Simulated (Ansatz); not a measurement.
A nudged elastic band was laid between two geometries of a periodic cell of 63 atoms, C$_{62}$N (host C, host structure diamond, dopant N, one C atom removed), cell charge +1.

The calculation used DFT PBEsol, scalar-relativistic, plane waves, PAW in Ansatz 0.2.0. Settings: PAW set soft_1, cutoff 420 eV, k mesh 2x2x2, fermi-dirac smearing 0.02 eV, no spin polarisation.

```
movable images  : 5
climbing image  : yes
spring          : 5.0 eV/Å²
optimiser       : quadratic models (default)
start path      : IDPP
force threshold : 0.05 eV/Å
iteration limit : 70
end points      : relaxed
```

First end point:

```xyz
63
Lattice="7.1400 0.0000 0.0000 0.0000 7.1400 0.0000 0.0000 0.0000 7.1400" Properties=species:S:1:pos:R:3
C 3.572 0.007 0.004
C 4.461 0.896 0.902
C 5.355 1.789 0.015
C 6.247 2.682 0.904
C 5.333 0.008 1.806
C 6.224 0.890 2.712
C 0.008 -0.001 0.015
C 0.889 0.892 0.896
C 1.783 1.794 0.011
C 2.679 2.673 0.905
C 3.565 3.582 0.015
C 4.457 4.464 0.896
C 5.360 5.358 0.011
C 6.238 6.253 0.905
C 1.771 -0.006 1.778
C 2.674 0.851 2.682
C 3.574 1.767 1.806
C 4.455 2.659 2.712
C 5.360 3.578 1.791
C 6.238 4.472 2.686
N 3.491 -0.075 3.497
C 5.438 1.872 3.536
C 6.244 2.678 4.479
C 5.438 -0.038 5.445
C 6.244 0.907 6.251
C 0.001 3.575 0.008
C 0.890 4.465 0.897
C 1.784 5.358 0.000
C 2.673 6.247 0.888
C 0.004 1.794 1.791
C 0.898 2.673 2.686
C 1.784 3.568 1.791
C 2.673 4.455 2.680
C 3.560 5.345 1.778
C 4.417 6.248 2.681
C -0.003 0.006 3.579
C 0.894 0.896 4.469
C 1.798 1.767 3.581
C 2.705 2.659 4.462
C 3.572 3.571 3.579
C 4.461 4.469 4.469
C 5.333 5.373 3.581
C 6.224 6.279 4.462
C 1.798 0.009 5.340
C 2.705 0.890 6.231
C 3.527 1.873 5.446
C 4.472 2.678 6.251
C 5.355 3.583 5.362
C 6.247 4.472 6.255
C -0.007 5.358 1.791
C 0.881 6.247 2.680
C 0.008 3.582 3.572
C 0.889 4.464 4.464
C 1.771 5.345 3.567
C 2.674 6.249 4.424
C 0.008 1.789 5.362
C 0.897 2.682 6.255
C 1.783 3.578 5.367
C 2.679 4.472 6.246
C 3.574 5.373 5.340
C 4.455 6.280 6.231
C 0.004 5.358 5.367
C 0.898 6.254 6.246
```

Last end point:

Only the atoms that move by more than 0.05 Å are listed.
```
C16 2.593 0.934 2.593
N21 4.541 0.971 4.541
C22 5.357 1.787 3.614
C24 5.357 0.044 5.357
C35 4.504 6.163 2.593
C46 3.614 1.787 5.357
C55 2.593 6.163 4.504
```

Problem. Which bonds break or form, and what moves?

Solution. Contacts lost: C16–N21, N21–C35, N21–C55. Contacts made: N21–C22, N21–C24, N21–C46. The atom that moves furthest is N21, by 1.81 Å.

Problem. Give the energies along the band, and the barrier.

Solution. The run converged. The highest image is number 3 of 0 to 6, 4.59 eV above the ends, which have the same energy within 2 meV. Neighbouring images differ by up to 2.4 eV, so the band resolves the path poorly. By the program's own check the climbing image is of a kind that is not told: the force calls were inconclusive, a negative curvature could not be distinguished from the path's own, the only one lies far off the path, or fixed occupations may fill a level only in part (lowest curvatures found: -23.99 and 3.47 eV/Å²). Limits of this set-up: coarse k mesh, PAW files made for another functional, charged cell in a uniform background, uncorrected.

```csv
image,path coordinate (Å),energy (eV),C16–N21 (Å),N21–C35 (Å),N21–C55 (Å)
0,0.00,0.00,1.48,1.48,1.48
1,0.37,1.00,1.51,1.70,1.56
2,0.74,3.39,1.56,2.04,1.73
3,1.11,4.59,1.70,2.32,2.03
4,1.48,3.38,2.04,2.47,2.32
5,1.85,1.00,2.42,2.61,2.55
6,2.22,0.00,2.76,2.76,2.76
```

Problem. What is the geometry of the highest image?

Solution. 
```xyz
63
Lattice="7.1400 0.0000 0.0000 0.0000 7.1400 0.0000 0.0000 0.0000 7.1400" Properties=species:S:1:pos:R:3
C 3.571 0.008 0.004
C 4.456 0.893 0.894
C 5.345 1.768 -0.015
C 6.244 2.670 0.881
C 5.348 -0.003 1.790
C 6.236 0.885 2.678
C 0.025 -0.014 0.030
C 0.918 0.897 0.924
C 1.781 1.787 0.010
C 2.677 2.682 0.889
C 3.566 3.545 -0.026
C 4.477 4.438 0.868
C 5.370 5.335 0.009
C 6.268 6.234 0.889
C 1.844 0.006 1.853
C 2.727 1.002 2.762
C 3.581 1.813 1.791
C 4.466 2.696 2.668
C 5.369 3.579 1.770
C 6.264 4.459 2.671
N 3.816 0.647 4.024
C 5.382 1.829 3.479
C 6.218 2.651 4.459
C 5.457 -0.111 5.459
C 6.244 0.884 6.246
C -0.001 3.566 0.001
C 0.897 4.465 0.897
C 1.794 5.359 0.017
C 2.695 6.258 0.914
C 0.003 1.788 1.780
C 0.878 2.691 2.671
C 1.788 3.580 1.787
C 2.686 4.474 2.683
C 3.580 5.359 1.791
C 4.575 6.145 2.578
C -0.002 0.009 3.580
C 0.881 0.898 4.466
C 1.756 1.828 3.577
C 2.635 2.707 4.462
C 3.565 3.582 3.572
C 4.455 4.465 4.459
C 5.348 5.363 3.574
C 6.240 6.256 4.465
C 1.767 -0.003 5.372
C 2.650 0.883 6.249
C 3.461 1.735 5.275
C 4.458 2.620 6.186
C 5.340 3.551 5.338
C 6.241 4.445 6.241
C 0.018 5.363 1.797
C 0.913 6.264 2.700
C -0.002 3.576 3.562
C 0.888 4.466 4.476
C 1.814 5.386 3.579
C 2.638 6.224 4.559
C -0.011 1.778 5.355
C 0.884 2.676 6.252
C 1.772 3.585 5.368
C 2.676 4.460 6.259
C 3.579 5.367 5.361
C 4.466 6.255 6.249
C 0.005 5.340 5.367
C 0.884 6.235 6.268
```

Time of the run: 20 min on 4 threads of Arm Neoverse V2, with other jobs on the host, peak memory 3.9 GiB.
